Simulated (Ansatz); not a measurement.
# InFeNi, space group P6_3/mmc: a conversion between chain and input file

Computed with the Python package of Ansatz (0.2.0).

The script reads `infeni.yaml`:
```yaml
crystal:
  lattice:
    - [4.375342, 0.0, 0.0]
    - [-2.187671, 3.789157, 0.0]
    - [0.0, 0.0, 5.267739]
  atoms:
    - { symbol: In, position: [0.333333, 0.666667, 0.25] }
    - { symbol: In, position: [0.666667, 0.333333, 0.75] }
    - { symbol: Fe, position: [0.0, 0.0, 0.0], spin: 4.5 }
    - { symbol: Fe, position: [0.0, 0.0, 0.5], spin: 4.5 }
    - { symbol: Ni, position: [0.333333, 0.666667, 0.75], spin: 2.0 }
    - { symbol: Ni, position: [0.666667, 0.333333, 0.25], spin: 2.0 }
magnetization:
  spin_polarized: true
kpoints:
  mp_grid: { kspacing: 0.3 }
hamiltonian:
  xc: pbe
scf:
  occupations: { method: fermi_dirac, width: 0.05 }
basis:
  ecutwfc: "18 Ha"
output:
  stress: true
  eigenvalues: true
phonons:
  method: fd
  supercell: [2, 2, 2]
```

Typed at the interpreter:
```pycon
>>> import ansatz as az
>>> setup = az.Calculation.from_yaml("infeni.yaml")
>>> print(setup.to_python())
(
    az.Lattice.of(((4.375342, 0.0, 0.0), (-2.187671, 3.789157, 0.0), (0.0, 0.0, 5.267739)))
    .atom("In", (0.333333, 0.666667, 0.25))
    .atom("In", (0.666667, 0.333333, 0.75))
    .atom("Fe", (0.0, 0.0, 0.0), moment=4.5)
    .atom("Fe", (0.0, 0.0, 0.5), moment=4.5)
    .atom("Ni", (0.333333, 0.666667, 0.75), moment=2.0)
    .atom("Ni", (0.666667, 0.333333, 0.25), moment=2.0)
    .calculation()
    .basis(cutoff=489.804952427784)
    .kpoints(spacing=0.3)
    .functional("pbe")
    .spin("collinear")
    .occupations(method="fermi_dirac", width=0.05)
    .phonons(method="fd", supercell=(2, 2, 2))
    .stress()
    .band_table(publish=True)
)
```

The input is only written out: it wasn't run, and its settings aren't tested. The structure comes from a database and needn't be a stable phase.
